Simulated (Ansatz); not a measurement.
# SVWN5/aug-cc-pVTZ run of H2 (hydrogen)

What is the vertical electron affinity of H2 (hydrogen) at SVWN5/aug-cc-pVTZ? 

Program for the calculation: Ansatz 0.2.0.

13 further runs of the same task are left out: 13 set aside as unsound or not needed.

**1. The molecule**

H2 has 2 atoms, charge 0, and is taken as a singlet. As SMILES, `[H][H]`. Geometry: relaxed at PBE0-D4/def2-TZVP.

Bond lengths: H1–H2 0.746 Å.

**2. A single-point energy at SVWN5/aug-cc-pVTZ**

The input, run.yaml:

```yaml
crystal:
  periodic: [false, false, false]
  atoms:
    - {symbol: H, position_ang: [0.319300, -0.099200, 0.165500]}
    - {symbol: H, position_ang: [-0.319300, 0.099200, -0.165500]}
basis:
  gaussian: {orbitals: aug-cc-pVTZ}
hamiltonian: {xc: {name: SVWN5}}
accuracy: high
output: {orbitals: {seedname: orbitals}}
```

Run with:

```
$ ansatz run run.yaml --threads 1 --pin off --max-ram 3480MiB --events-out events.jsonl --progress --plain --runs-dir runs
```

What it wrote:

```text
Warning: RAYON_NUM_THREADS=1 ignored (pool sized by the plan → 1); use --threads N
Functional definition: SVWN5
  name "SVWN5"
  exchange = slater_x
  correlation = vwn5_c
520 factors; integrals over basis functions are off by at most 2.4e-9 eV
mean field evaluation 1: about -30.5554 eV, gradient 1.1e1 eV
mean field evaluation 2: about -30.8948 eV, gradient 3.6e0 eV
mean field evaluation 4: about -30.9412 eV, gradient 5.4e-2 eV
mean field evaluation 8: about -30.9403 eV, gradient 6.3e-5 eV
mean field -30.94028720 eV, -1.1370345825 hartree, gradient 8.1e-10 eV, S^2 0.000000; 0 other end points of the search recorded, 0 dependent functions left out
reference -30.94029020 eV, -1.1370346927 hartree; 1, 1 occupied and 45, 45 virtual orbitals, 520 factors
Total energy: -30.94029020 eV, -1.1370346927 hartree
```

Run time: 0.31 s. Hardware: 1 thread of Intel Xeon Platinum 8488C (Sapphire Rapids), shared host.

**3. The doublet anion at the same level**

The input, molecule.yaml:

```yaml
basis:
  gaussian:
    orbitals: aug-cc-pVTZ
crystal:
  periodic: [false, false, false]
  atoms:
    - symbol: H
      position_ang: [0.319300, -0.099200, 0.165500]
    - symbol: H
      position_ang: [-0.319300, 0.099200, -0.165500]
output: {orbitals: {seedname: orbitals}}
total_charge: -1
magnetization:
  spin_polarized: true
  initial_magnetization: 1
accuracy: high
hamiltonian:
  xc: {name: SVWN5}
```

Run with:

```
$ ansatz run molecule.yaml --threads 1 --pin off --max-ram 3480MiB --events-out events.jsonl --progress --plain --runs-dir runs
```

What it wrote:

```text
Warning: RAYON_NUM_THREADS=1 ignored (pool sized by the plan → 1); use --threads N
Functional definition: SVWN5
  name "SVWN5"
  exchange = slater_x
  correlation = vwn5_c
520 factors; integrals over basis functions are off by at most 2.4e-9 eV
mean field evaluation 1: about -29.9822 eV, gradient 4.5e0 eV
mean field evaluation 2: about -30.2145 eV, gradient 2.2e0 eV
mean field evaluation 4: about -30.2553 eV, gradient 1.0e-1 eV
mean field evaluation 8: about -29.8716 eV, gradient 7.1e-2 eV
mean field evaluation 16: about -29.8719 eV, gradient 1.8e-5 eV
mean field evaluation 32: about -29.8719 eV, gradient 2.3e-8 eV
mean field -29.87188056 eV, -1.0977713625 hartree, gradient 2.0e-10 eV, S^2 0.750072; 3 other end points of the search recorded, 0 dependent functions left out
reference -29.87188220 eV, -1.0977714230 hartree; 2, 1 occupied and 44, 45 virtual orbitals, 520 factors
Total energy: -29.87188220 eV, -1.0977714230 hartree
```

Run time: 1.2 s. Hardware: 1 thread of Intel Xeon Platinum 8488C (Sapphire Rapids), shared host.

**4. Outcome**

At SVWN5/aug-cc-pVTZ:

```
                                         quantity        value
                         singlet H2: total energy  -1.13703 Eh
                          singlet H2: HOMO energy    -10.24 eV
                          singlet H2: LUMO energy      0.30 eV
                        singlet H2: HOMO–LUMO gap     10.54 eV
                      doublet anion: total energy  -1.09777 Eh
doublet anion: HOMO energy (highest over α and β)      2.38 eV
 doublet anion: LUMO energy (lowest over α and β)      2.77 eV
                              doublet anion: ⟨S²⟩        0.750
vertical electron affinity (to the doublet anion)    -1.068 eV
```

What this shows: The anion lies 1.07 eV (103 kJ/mol) above the neutral: the electron isn't bound at this level, and such a value depends on the basis. The HOMO (doublet anion) lies at positive energy, 2.38 eV, as semi-local functionals often give for anions; only total energies tell whether the electron is bound.
